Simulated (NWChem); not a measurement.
**AsH3 (arsine) at 6 levels**

Wanted: a comparison of 6 runs (HF/3-21G, B3LYP/6-31G*, r2SCAN/def2-TZVP, MP2/cc-pVTZ, CCSD/cc-pVDZ) of AsH3 (arsine). 

The calculation is run with NWChem 7.3.0.

1 further run of the same task is left out (set aside as unsound or not needed).

### Step 1. The structure to begin with

AsH3: 4 atoms, total charge 0, spin state singlet. As SMILES, `[AsH3]`. The shape is that of a PBE0-D4/def2-TZVP optimisation.

Bond lengths: As1–H2 1.522 Å, As1–H3 1.522 Å, As1–H4 1.522 Å. Angles: H2–As1–H3 92.0°, H2–As1–H4 92.0°, H3–As1–H4 92.0°.

### Step 2. Energy and gradient at HF/3-21G (run 1)

struct.nw reads:

```
START struct
TITLE "AsH3"
memory total 2200 mb

GEOMETRY noautosym nocenter noautoz
As      -0.215800       0.487600      -0.346000
H        0.349900       0.630300       1.059400
H       -1.068000      -0.705500       0.061100
H        0.933900      -0.412500      -0.774500
END

BASIS "ao basis" spherical bse
As library 3-21G
H library 3-21G
END

SCF
thresh 1e-08
maxiter 80
print low
END

TASK scf gradient
```

Launch:

```
$ nwchem struct.nw > struct.out
```

The log of the run:

```text
[...]
  functions       =    28
[...]
  wavefunction    = RHF
[...]
         Total SCF energy =  -2225.128100348235
      One-electron energy =  -3176.133002382130
      Two-electron energy =    915.851721551039
 Nuclear repulsion energy =     35.153180482855
        Time for solution =      0.7s
[...]
                         RHF ENERGY GRADIENTS
    atom               coordinates                        gradient
                 x          y          z           x          y          z
   1 As     -0.407803   0.921430  -0.653845   -0.002962   0.006671  -0.004732
   2 H       0.661215   1.191094   2.001976    0.000260  -0.004288  -0.000878
   3 H      -2.018227  -1.333202   0.115462    0.003954  -0.000805   0.001719
   4 H       1.764815  -0.779512  -1.463593   -0.001252  -0.001578   0.003891
 Task  times  cpu:        0.8s     wall:        0.8s
 Total times  cpu:        0.8s     wall:        0.8s
```

Wall time 1.4 s (1 thread of Intel Xeon Platinum 8488C (Sapphire Rapids), shared host); peak memory 0.097 GiB.

### Step 3. Energy and forces at B3LYP/6-31G(d) (spherical functions) (run 2)

ash3.nw reads:

```
START ash3
memory stack 880 mb heap 220 mb global 1100 mb
charge 0

GEOMETRY units bohr noautosym nocenter noautoz
  As  -0.40780290   0.92143046  -0.65384524
  H    0.66121517   1.19109438   2.00197586
  H   -2.01822750  -1.33320178   0.11546227
  H    1.76481523  -0.77951203  -1.46359288
END

BASIS "ao basis" spherical bse
  * library 6-31G*
END

DFT
  xc b3lyp
  grid xfine
  convergence energy 1e-08
  iterations 100
  mulliken
END

TASK dft gradient
```

Launch:

```
$ nwchem ash3.nw > ash3.out
```

The log of the run:

```text
[...]
          Wavefunction type:  closed shell.
          No. of atoms     :     4
          No. of electrons :    36
[...]
          Charge           :     0
          Spin multiplicity:     1
[...]
          AO basis - number of functions:    38
[...]
              XC Information
              --------------
                         B3LYP Method XC Potential
                     Hartree-Fock (Exact) Exchange  0.200
                        Slater Exchange Functional  0.800 local
                    Becke 1988 Exchange Functional  0.720 non-local
              Lee-Yang-Parr Correlation Functional  0.810
                  VWN I RPA Correlation Functional  0.190 local
[...]
 d= 0,ls=0.0,diis     1  -2237.3978751827 -2.27D+03  9.36D-03  1.11D-01     1.0
[...]
 d= 0,ls=0.0,diis     8  -2237.4128717057 -1.09D-10  1.66D-08  2.35D-13     5.6
         Total DFT energy =    -2237.412871705666
      One electron energy =    -3185.329306607939
           Coulomb energy =      996.926393155753
    Exchange-Corr. energy =      -84.163136165600
 Nuclear repulsion energy =       35.153177912120
[...]
      Total Density - Mulliken Population Analysis
     ---------------------------------------------
    Atom       Charge   Shell Charges
 -----------   ------   -------------------------------------------------------
    1 As  33    33.16   2.00  2.00  6.00  2.00  5.99  1.52  2.54  0.28  0.73  6.89  2.93  0.30
    2 H    1     0.95   0.48  0.46
    3 H    1     0.95   0.48  0.46
    4 H    1     0.95   0.48  0.46
[...]
  wavefunction    = closed shell
                         DFT ENERGY GRADIENTS
    atom               coordinates                        gradient
                 x          y          z           x          y          z
   1 As     -0.407803   0.921430  -0.653845    0.002378  -0.005399   0.003833
   2 H       0.661215   1.191094   2.001976   -0.001437  -0.000026  -0.003449
   3 H      -2.018228  -1.333202   0.115462    0.001831   0.003056  -0.001152
   4 H       1.764815  -0.779512  -1.463593   -0.002772   0.002370   0.000768
[...]
```

It took 7.2 s on 1 thread of Intel Xeon Platinum 8488C (Sapphire Rapids), shared host; peak memory 0.12 GiB.

Runs 3 to 4 aren't shown in full; the table further down has their settings and results.

### Step 4. Energy and forces at MP2/cc-pVTZ (run 5)

ash3.xyz reads:

```xyz
4
AsH3 gradient
As    -0.215800     0.487600    -0.346000
H      0.349900     0.630300     1.059400
H     -1.068000    -0.705500     0.061100
H      0.933900    -0.412500    -0.774500
```

ash3.nw reads:

```
start ash3
title "AsH3 gradient"
memory 2200 mb

geometry noautosym nocenter noautoz
   load format xyz ash3.xyz
end

basis spherical bse
   * library cc-pVTZ
end

scf
   nopen 0
   rhf
   thresh 1e-08
   maxiter 80
   print low
end

mp2
   freeze core 9
   tight
end

task mp2 gradient
```

Launch:

```
$ nwchem ash3.nw > ash3.out
```

The log of the run:

```text
[...]
  functions       =    85
[...]
  wavefunction    = RHF
[...]
         Total SCF energy =  -2235.973385616305
      One-electron energy =  -3186.956145248461
      Two-electron energy =    915.829579149301
 Nuclear repulsion energy =     35.153180482855
        Time for solution =    108.1s
[...]
          Total MP2 energy         -2236.205099511663
[...]
                         mp2 ENERGY GRADIENTS
    atom               coordinates                        gradient
                 x          y          z           x          y          z
   1 As     -0.407803   0.921430  -0.653845   -0.004920   0.011094  -0.007870
   2 H       0.661215   1.191094   2.001976    0.003012   0.000226   0.007299
   3 H      -2.018227  -1.333202   0.115462   -0.004003  -0.006380   0.002355
   4 H       1.764815  -0.779512  -1.463593    0.005912  -0.004940  -0.001784
[...]
```

Run time: 4.6 min. Hardware: 1 thread of Intel Xeon Platinum 8488C (Sapphire Rapids), shared host; peak memory 0.23 GiB.

### Step 5. The energy at CCSD/cc-pVDZ (run 6)

ash3.nw reads:

```
start ash3
title "AsH3 ccsd"
memory stack 880 mb heap 220 mb global 1100 mb

geometry units angstroms noautosym nocenter noautoz
   As      -0.215800       0.487600      -0.346000
   H        0.349900       0.630300       1.059400
   H       -1.068000      -0.705500       0.061100
   H        0.933900      -0.412500      -0.774500
end

basis spherical bse
   * library cc-pVDZ
end

scf
   thresh 1e-08
   maxiter 80
   noprint "final vectors analysis"
end

ccsd
   freeze core 9
   maxiter 60
end

task ccsd energy
```

Launch:

```
$ nwchem ash3.nw > ash3.out
```

The log of the run:

```text
[...]
  functions       =    42
[...]
  wavefunction    = RHF
[...]
         Total SCF energy =  -2235.898582675769
      One-electron energy =  -3185.875745947410
      Two-electron energy =    914.823982788786
 Nuclear repulsion energy =     35.153180482855
        Time for solution =     27.7s
[...]
 Total MP2 energy:          -2236.041601376432936
[...]
             energy      energy      error      ampl     ampl      Block
                                                time     time      time
[...]
 Total CCSD energy:          -2236.068313989515445
[...]
```

It took 65 s on 1 thread of Intel Xeon Platinum 8488C (Sapphire Rapids), shared host; peak memory 0.11 GiB.

### Step 6. The series

| run | level | iteration cap | module | energy (Eh) | largest force (eV/Å) | wall time |
| --- | --- | --- | --- | --- | --- | --- |
| 1 | HF/3-21G | 80 | scf | -2225.128100 | 0.447 | 1.4 s |
| 2 | B3LYP/6-31G* (spherical functions) | 100 | dft | -2237.412872 | 0.362 | 7.2 s |
| 3 | B3LYP/6-31G* (Cartesian functions) | 100 | dft | -2237.418973 | 0.362 | 7.8 s |
| 4 | r2SCAN/def2-TZVP | 100 | dft | -2237.648983 | 0.040 | 20 s |
| 5 | MP2/cc-pVTZ | 80 | mp2 | -2236.205100 | 0.744 | 4.6 min |
| 6 | CCSD/cc-pVDZ | 80 | ccsd | -2236.068314 | – | 65 s |

### Step 7. Summary of results

```
                                          quantity           value
                               run 6: total energy  -2236.06831 Eh
run 6: correlation energy (9 core orbitals frozen)      -169.7 mEh
```

**Reading.** Over runs 2, 3, 4, 5 the dipole moment (its size) runs from 0.38 D (r2SCAN/def2-TZVP) to 0.57 D (B3LYP/6-31G*). The two ends differ in method and basis. Over runs 2, 3, 4 the HOMO–LUMO gap runs from 7.06 eV (r2SCAN/def2-TZVP) to 8.22 eV (B3LYP/6-31G*). Totals of different functionals can't be ranked against each other. All runs together took 6.3 min, the longest 4.6 min.
